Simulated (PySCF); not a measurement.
**Cl2H2O2Ti: fields and orbitals**

Aim: take Cl2H2O2Ti and analyse its density (charges, bond critical points, surface potential), see where an electron leaves and enters and measure its response to a uniform field.

Method: levels as typed in each script, gas phase, geometry from GFN2-xTB; program: PySCF 2.14.0.

### 1 Where the work starts

SMILES `O[Ti](O)(Cl)Cl`, 7 atoms, charge 0, spin multiplicity 1.

Bond lengths: O1–Ti2 1.680 Å, O1–H6 0.959 Å, Ti2–O3 1.679 Å, Ti2–Cl4 2.140 Å, Ti2–Cl5 2.140 Å, O3–H7 0.959 Å. Angles: Ti2–O1–H6 170.9°, O1–Ti2–O3 123.0°, O1–Ti2–Cl4 107.5°, O1–Ti2–Cl5 107.5°, O3–Ti2–Cl4 107.5°, O3–Ti2–Cl5 107.5°, Cl4–Ti2–Cl5 101.8°, Ti2–O3–H7 170.9°.

Geometry (Å):

```
O     0.0000   -1.2108   -1.4760
Ti   -0.0001   -0.4091    0.0001
O     0.0000   -1.2111    1.4757
Cl    1.6613    0.9402    0.0000
Cl   -1.6612    0.9403    0.0000
H    -0.0001   -1.7960   -2.2356
H     0.0001   -1.7964    2.2351
```

### 2 Density, bond paths and surface potential (wB97X/def2-tzvp)

input.py reads:

```python
import numpy as np
from pyscf import gto, scf, dft
from pyscf.scf import atom_ks, atom_hf
from scipy.linalg import block_diag

def solve(mol, dm0=None, hcore=None):
    mf = (dft.UKS if mol.spin else dft.RKS)(mol, xc='wb97x')
    mf.grids.level = 3
    mf = mf.density_fit(auxbasis='def2-universal-jkfit')
    mf.conv_tol, mf.max_cycle = 1e-8, 80
    if hcore is not None:
        mf.get_hcore = lambda *args: hcore
    mf.kernel(dm0)
    if not mf.converged:
        mf = mf.newton().run(mf.mo_coeff, mf.mo_occ, max_cycle=30)
    assert mf.converged, 'SCF not converged'
    return mf

mol = gto.M(atom='''
O     -0.00003    -1.21083    -1.47604
Ti    -0.00011    -0.40913     0.00009
O      0.00002    -1.21109     1.47572
Cl     1.66132     0.94019     0.00001
Cl    -1.66117     0.94032     0.00004
H     -0.00011    -1.79604    -2.23556
H      0.00005    -1.79643     2.23514
''', basis='def2-tzvp', charge=0, spin=0, verbose=4)
mf = solve(mol)
mf.analyze()
# spherically averaged free atoms, for the promolecule
atm = atom_ks.get_atm_nrks(mol, xc='wb97x')
pro = block_diag(*[(atm[a[0]][2] * atm[a[0]][3]) @ atm[a[0]][2].T for a in mol._atom])
np.savez('result.npz', e=mf.e_tot, c=mf.mo_coeff, occ=mf.mo_occ, eps=mf.mo_energy, pro=pro, dip=mf.dip_moment(verbose=0), s2=mf.spin_square()[0])
```

Started as:

```
$ OMP_NUM_THREADS=1 python input.py
```

### 4 Removing and adding an electron (wB97X/def2-tzvp)

input.py reads:

```python
import numpy as np
from pyscf import gto, scf, dft
from pyscf.scf import atom_ks, atom_hf
from scipy.linalg import block_diag

def solve(mol, dm0=None, hcore=None):
    mf = (dft.UKS if mol.spin else dft.RKS)(mol, xc='wb97x')
    mf.grids.level = 3
    mf = mf.density_fit(auxbasis='def2-universal-jkfit')
    mf.conv_tol, mf.max_cycle = 1e-8, 80
    if hcore is not None:
        mf.get_hcore = lambda *args: hcore
    mf.kernel(dm0)
    if not mf.converged:
        mf = mf.newton().run(mf.mo_coeff, mf.mo_occ, max_cycle=30)
    assert mf.converged, 'SCF not converged'
    return mf

mol = gto.M(atom='''
O     -0.00003    -1.21083    -1.47604
Ti    -0.00011    -0.40913     0.00009
O      0.00002    -1.21109     1.47572
Cl     1.66132     0.94019     0.00001
Cl    -1.66117     0.94032     0.00004
H     -0.00011    -1.79604    -2.23556
H      0.00005    -1.79643     2.23514
''', basis='def2-tzvp', charge=0, spin=0, verbose=4)
mf = solve(mol)
out = dict(e0=mf.e_tot, dm0=mf.make_rdm1(), c=mf.mo_coeff, occ=mf.mo_occ, eps=mf.mo_energy)
for name, dq, spin in [('cation', 1, 1)]:
    ion = mol.copy().set(charge=mol.charge + dq, spin=spin).build()
    mi = solve(ion)
    if spin and dq > 0 and mol.nao < 130:
        c, _, stable, _ = mi.stability(return_status=True)
        if not stable:
            mi = solve(ion, mi.make_rdm1(c, mi.mo_occ))
    print(name, 'vertical energy change / eV', (mi.e_tot - mf.e_tot) * 27.211386)
    out.update({'e_' + name: mi.e_tot, 'dm_' + name: mi.make_rdm1(), 's2_' + name: mi.spin_square()[0], 'eps_' + name: mi.mo_energy, 'occ_' + name: mi.mo_occ})
# spherically averaged free atoms, for the promolecule
atm = atom_ks.get_atm_nrks(mol, xc='wb97x')
pro = block_diag(*[(atm[a[0]][2] * atm[a[0]][3]) @ atm[a[0]][2].T for a in mol._atom])
np.savez('result.npz', pro=pro, **out)
```

### 6 Response to an electric field (wB97X/def2-tzvp)

input.py: that of step 4 with these lines changed.

```diff
@@ -27,13 +27,10 @@
 ''', basis='def2-tzvp', charge=0, spin=0, verbose=4)
+field = np.array([0.004, 0.0, 0.0])  # atomic units
+mol.set_common_orig(mol.atom_charges() @ mol.atom_coords() / mol.atom_charges().sum())
 mf = solve(mol)
-out = dict(e0=mf.e_tot, dm0=mf.make_rdm1(), c=mf.mo_coeff, occ=mf.mo_occ, eps=mf.mo_energy)
-for name, dq, spin in [('cation', 1, 1)]:
-    ion = mol.copy().set(charge=mol.charge + dq, spin=spin).build()
-    mi = solve(ion)
-    if spin and dq > 0 and mol.nao < 130:
-        c, _, stable, _ = mi.stability(return_status=True)
-        if not stable:
-            mi = solve(ion, mi.make_rdm1(c, mi.mo_occ))
-    print(name, 'vertical energy change / eV', (mi.e_tot - mf.e_tot) * 27.211386)
-    out.update({'e_' + name: mi.e_tot, 'dm_' + name: mi.make_rdm1(), 's2_' + name: mi.spin_square()[0], 'eps_' + name: mi.mo_energy, 'occ_' + name: mi.mo_occ})
+out = dict(dm0=mf.make_rdm1(), d0=mf.dip_moment(unit='AU'), e0=mf.e_tot)
+for name, sign in (('p', 1), ('m', -1)):
+    h = mf.get_hcore() + sign * np.einsum('x,xij->ij', field, mol.intor('int1e_r'))
+    mi = solve(mol, mf.make_rdm1(), h)
+    out.update({'dm' + name: mi.make_rdm1(), 'd' + name: mi.dip_moment(unit='AU'), 'e' + name: mi.e_tot})
 # spherically averaged free atoms, for the promolecule
```

(Steps that only read results are left out.)

Q: Predict the outcome of this session. Wanted: dipole moment; HOMO, LUMO; vertical ionisation energy; polarisability along the field.

The runs gave:

| quantity | value |
| --- | --- |
| dipole moment (wB97X/def2-tzvp) | 4.58 D |
| HOMO, LUMO (wB97X/def2-tzvp) | -10.91, 0.05 eV |
| vertical ionisation energy (wB97X/def2-tzvp) | 10.94 eV |
| polarisability along the field (wB97X/def2-tzvp) | 67.9 bohr³ |

In words: At wB97X/def2-tzvp: The highest Hirshfeld charge is on Ti2 (+0.59 e), the lowest on O1 and O3 (−0.32 e). The ionisation energy from two SCF runs, 10.94 eV, lies 0.0 eV above −ε(HOMO) = 10.91 eV of the same level, wB97X/def2-tzvp. All values hold at the given geometry, in the gas phase.
